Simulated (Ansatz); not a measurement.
**AlH6NOSi: how energies converge with the basis set**

Aim: see how fast density functionals converge with the basis set for AlH6NOSi.

The runs use Ansatz 0.2.0, Gaussian basis; one geometry, several basis sets.

The runs, in order: PBE0-D4/def2-SVP; ωB97M-V/def2-SVP; PBE0-D4/def2-QZVPP; ωB97M-V/def2-QZVPP; the functionals' def2-TZVPP values are taken from earlier runs.

## (1) Structure used throughout

The geometry comes from an earlier relaxation with PBE0-D4 in a triple-zeta def2 set; it is a stationary point, not always the lowest conformer.

SMILES `O[SiH2][NH][AlH2]`, 10 atoms, charge 0, spin multiplicity 1.

Atoms are counted from 1 here; the program's logs count them from 0.

Bond lengths: O1–Si2 1.650 Å, O1–H5 0.958 Å, Si2–N3 1.711 Å, Si2–H6 1.486 Å, Si2–H7 1.491 Å, N3–Al4 1.785 Å, N3–H8 1.013 Å, Al4–H9 1.580 Å, Al4–H10 1.583 Å. Angles: Si2–O1–H5 117.1°, O1–Si2–N3 109.6°, O1–Si2–H6 111.3°, O1–Si2–H7 107.7°, N3–Si2–H6 106.5°, N3–Si2–H7 112.1°, H6–Si2–H7 109.7°, Si2–N3–Al4 128.8°, Si2–N3–H8 114.7°, Al4–N3–H8 116.5°, N3–Al4–H9 118.3°, N3–Al4–H10 117.3°, H9–Al4–H10 124.3°.

## (2) PBE0-D4 in def2-SVP

Input file in.yaml:

```yaml
crystal:
  periodic: [false, false, false]
  atoms:
    - {symbol: O, position_ang: [-1.817387, -0.693752, -1.056546]}
    - {symbol: Si, position_ang: [-0.576616, 0.373923, -0.851634]}
    - {symbol: N, position_ang: [0.693301, -0.382296, 0.009608]}
    - {symbol: Al, position_ang: [1.233304, -0.094768, 1.686319]}
    - {symbol: H, position_ang: [-2.399819, -0.547925, -1.803107]}
    - {symbol: H, position_ang: [-1.000197, 1.543763, -0.039469]}
    - {symbol: H, position_ang: [-0.142758, 0.831296, -2.203189]}
    - {symbol: H, position_ang: [1.159363, -1.127814, -0.492997]}
    - {symbol: H, position_ang: [0.508420, 1.030637, 2.525185]}
    - {symbol: H, position_ang: [2.425389, -0.984165, 2.228731]}
basis:
  gaussian: {orbitals: def2-SVP}
hamiltonian: {xc: pbe0, dispersion: d4}
output: {orbitals: {seedname: orbitals}}
```

Run with:

```sh
$ ansatz run in.yaml --threads 2 --pin off --events-out ev --progress --plain --max-ram 4352MiB
```

Further steps of the session: ωB97M-V in def2-SVP; PBE0-D4 in def2-QZVPP; ωB97M-V in def2-QZVPP.

Before running them: what should the planned runs give, taken together? Wanted: PBE0-D4: double and triple zeta above quadruple; ωB97M-V: double and triple zeta above quadruple.

As calculated:

| quantity | value |
| --- | --- |
| PBE0-D4: double and triple zeta above quadruple | 10.52, 0.72 eV |
| ωB97M-V: double and triple zeta above quadruple | 10.62, 0.68 eV |

In words: PBE0-D4 gains 9.80 eV from double to triple zeta, then 0.72 eV more. These are total energies; as a rule much of such shifts cancels in differences, which this series doesn't test. The LUMO of ωB97M-V is positive and keeps falling with the basis (0.94 to 0.40 eV): an unbound level that the basis holds in place.
